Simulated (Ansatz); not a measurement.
**TaSe3S: a short molecular-dynamics run**

A trajectory of TaSe3S, an element-swapped structure with 10 atoms that was not relaxed first: 30 steps of 1 fs under a Langevin thermostat at 600 K.

Method: DFT PBE, plane waves, PAW, scalar-relativistic, no spin polarisation, in Ansatz 0.2.0.

## Step 1: The system as given

The cell holds 10 atoms (S2Se6Ta2): a = 6.897 Å, b = 6.897 Å, c = 5.787 Å, α = 90.00°, β = 90.00°, γ = 120.00°.

Structure file:

```
CELL_PARAMETERS angstrom
6.89715 0.00000 0.00000
-3.44858 5.97311 0.00000
0.00000 0.00000 5.78692
ATOMIC_POSITIONS crystal
S 0.33330 0.66670 0.75000
S 0.66660 0.33330 0.25000
Se 0.16860 0.33720 0.25000
Se 0.83140 0.16860 0.75000
Se 0.66280 0.83140 0.25000
Se 0.83140 0.66280 0.75000
Se 0.16860 0.83140 0.25000
Se 0.33720 0.16860 0.75000
Ta 0.00000 0.00000 0.00000
Ta 0.00000 0.00000 0.50000
```

## Step 2: The run

Contents of input.yaml:

```yaml
crystal:
  lattice:
    - [6.897152, 0.0, 0.0]
    - [-3.448576, 5.973109, 0.0]
    - [0.0, 0.0, 5.786918]
  atoms:
    - { symbol: S, position: [0.3333, 0.6667, 0.75] }
    - { symbol: S, position: [0.6666, 0.3333, 0.25] }
    - { symbol: Se, position: [0.1686, 0.3372, 0.25] }
    - { symbol: Se, position: [0.8314, 0.1686, 0.75] }
    - { symbol: Se, position: [0.6628, 0.8314, 0.25] }
    - { symbol: Se, position: [0.8314, 0.6628, 0.75] }
    - { symbol: Se, position: [0.1686, 0.8314, 0.25] }
    - { symbol: Se, position: [0.3372, 0.1686, 0.75] }
    - { symbol: Ta, position: [0.0, 0.0, 0.0] }
    - { symbol: Ta, position: [0.0, 0.0, 0.5] }
kpoints:
  mp_grid: { grid: [3, 3, 3] }
magnetization:
  spin_polarized: false
scf:
  occupations: { method: cold, width: 0.15 }
hamiltonian:
  pseudopotentials: { kind: paw }
  xc: pbe
basis:
  ecutwfc: 420
md:
  timestep: 1.0
  n_steps: 30
  ensemble: nvt_langevin
  temperature: 600.0
  initial_velocities: maxwell_boltzmann
  seed: 416230
```

Command:

```console
$ ansatz run input.yaml --threads 2 --pin off --max-ram 2560MiB --backend cpu --events-out ev --progress --plain --runs-dir out
```

Before running it: what results should come out? Wanted: temperature, first and last step; temperature, second half; potential energy, second half; mean square displacement, second half.

The runs gave:

| quantity | value |
| --- | --- |
| length | 30 steps of 1 fs |
| temperature, first and last step | 540 and 507 K |
| temperature, second half | mean 539 K, from 503 to 591 K |
| potential energy, second half | -23 meV/atom from the start |
| mean square displacement, second half | S 0.043, Se 0.006, Ta 0.004 Å² |

**Reading.** Against a set 600 K the second half averages 539 K with a spread of 24 K (in equilibrium 10 atoms would scatter by about 155 K, over a far longer run). The farthest move is 0.34 Å, and the typical spacing of atoms 2.5 Å: no atom has changed site so far. A run of 30 fs with 10 atoms shows the motion but fixes no equilibrium value.
